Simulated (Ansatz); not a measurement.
Working through a geometry optimisation of C2H7O2PSi, SMILES P[SiH]1OCCO1

Computed with Ansatz 0.2.0, Python API.

Typed at the interpreter:
```pycon
>>> import ansatz as az
>>> import numpy as np
>>> GEOMETRY = """
... P     2.52030    1.02930    0.12340
... Si    0.78910   -0.12840    0.85360
... O     0.24330   -1.19010   -0.36180
... C    -1.11970   -0.87580   -0.44600
... C    -1.37020    0.57460    0.00270
... O    -0.54600    0.90330    1.08690
... H     1.90580    1.31210   -1.16220
... H     3.22920   -0.14840   -0.34620
... H     1.10820   -0.86180    2.08710
... H    -1.69780   -1.57610    0.19790
... H    -1.46420   -1.00860   -1.49350
... H    -1.16420    1.27260   -0.83990
... H    -2.43380    0.69720    0.29780
... """
>>> molecule = az.Crystal.molecule()
>>> for line in GEOMETRY.strip().splitlines():
...     symbol, *xyz = line.split()
...     molecule = molecule.atom(symbol, [float(v) for v in xyz])
...
>>> calc = (
...     molecule.calculation()
...     .basis(gaussian="cc-pVDZ")  # atom-centred Gaussian functions
...     .functional("r2SCAN")
... )
>>> symbols = [site.symbol for site in molecule.cartesian_sites]
>>> start = np.array([site.position_ang for site in molecule.cartesian_sites], dtype=float)
>>> def progress(event):
...     if event["event"] == "relax_step":
...         row = event["data"]
...         print(f"step {row['step']:3d}  E = {row['lagrangian_ev']:.6f} eV  max force {row['allowed_force_max_ev_ang']:.4f} eV/A")
...
>>> r = calc.relax(force_tolerance=0.005, max_steps=100).session().plan().execute(on_event=progress).report
step   1  E = -23445.320170 eV  max force 1.6321 eV/A
step   2  E = -23445.520880 eV  max force 0.6839 eV/A
step   3  E = -23445.551575 eV  max force 0.2295 eV/A
step   4  E = -23445.557942 eV  max force 0.0943 eV/A
step   5  E = -23445.561056 eV  max force 0.1004 eV/A
step   6  E = -23445.562316 eV  max force 0.0535 eV/A
step   7  E = -23445.563060 eV  max force 0.0245 eV/A
step   8  E = -23445.563466 eV  max force 0.0292 eV/A
step   9  E = -23445.563542 eV  max force 0.0048 eV/A
step  10  E = -23445.563554 eV  max force 0.0050 eV/A
step  11  E = -23445.563549 eV  max force 0.0059 eV/A
step  12  E = -23445.563557 eV  max force 0.0018 eV/A
>>> end = np.array(r["positions_ang"])
>>> for key in ("converged", "free_energy_ev", "reference_energy_ev", "n_frozen", "n_occupied", "n_virtual"):
...     print(f"{key:22s} {r[key]}")
...
converged              True
free_energy_ev         -23445.5635677134
reference_energy_ev    -23445.5635677134
n_frozen               0
n_occupied             [32, 32]
n_virtual              [95, 95]
>>> print("bond        before    after (A)")
bond        before    after (A)
>>> for i, j in [(0, 1), (0, 6), (0, 7), (1, 2), (1, 5), (1, 8), (2, 3), (3, 4), (3, 9), (3, 10), (4, 5), (4, 11), (4, 12)]:
...     d0, d1 = (np.linalg.norm(xyz[i] - xyz[j]) for xyz in (start, end))
...     print(f"{symbols[i]}{i}-{symbols[j]}{j}".ljust(10), f"{d0:8.4f} {d1:8.4f}")
...
P0-Si1       2.2069   2.2583
P0-H6        1.4527   1.4345
P0-H7        1.4526   1.4365
Si1-O2       1.7036   1.7027
Si1-O5       1.7033   1.7014
Si1-H8       1.4701   1.4966
O2-C3        1.4013   1.4375
C3-C4        1.5387   1.5337
C3-H9        1.1132   1.1073
C3-H10       1.1107   1.1019
C4-O5        1.4010   1.4361
C4-H11       1.1134   1.1075
C4-H12       1.1106   1.1019
>>> for i, j, k in [(1, 0, 6), (1, 0, 7), (6, 0, 7), (0, 1, 2), (0, 1, 5), (0, 1, 8), (2, 1, 5), (2, 1, 8)]:
...     u, v = end[i] - end[j], end[k] - end[j]
...     print(f"angle {symbols[i]}{i}-{symbols[j]}{j}-{symbols[k]}{k}: {np.degrees(np.arccos(np.clip(u @ v / np.linalg.norm(u) / np.linalg.norm(v), -1, 1))):.2f} deg")
...
angle Si1-P0-H6: 91.88 deg
angle Si1-P0-H7: 90.52 deg
angle H6-P0-H7: 93.02 deg
angle P0-Si1-O2: 113.21 deg
angle P0-Si1-O5: 113.73 deg
angle P0-Si1-H8: 109.29 deg
angle O2-Si1-O5: 96.92 deg
angle O2-Si1-H8: 113.56 deg
>>> with open("c2h7o2psi_opt.xyz", "w") as handle:
...     handle.write(f"{len(symbols)}\nrelaxed C2H7O2PSi\n")
...     handle.writelines(f"{s:2s} {x:11.6f} {y:11.6f} {z:11.6f}\n" for s, (x, y, z) in zip(symbols, end))
...
21
```

It writes `c2h7o2psi_opt.xyz`:
```text
13
relaxed C2H7O2PSi
P     2.639069    1.106887    0.118434
Si    0.846106   -0.093194    0.785515
O     0.200216   -1.075720   -0.446042
C    -1.222426   -0.871377   -0.475739
C    -1.489986    0.560163    0.005165
O    -0.547102    0.846909    1.049732
H     2.161989    1.156886   -1.233491
H     3.380814   -0.102380   -0.107633
H     1.190955   -0.845890    2.032240
H    -1.716698   -1.605319    0.189961
H    -1.577712   -1.034026   -1.506021
H    -1.357263    1.282638   -0.823620
H    -2.507962    0.674323    0.411300
```

Reading the output:
- Total energies depend on the basis set; only differences at equal settings carry meaning.
- The end point is the stationary point reached from this start; no frequency run checks that it is a minimum, and the basis set is modest.
- Finished in 2.5 min on 1 thread of Arm Neoverse V1, on a shared host, peak memory 0.29 GiB.

(Lines on the test bed's own set-up are left out of the output.)
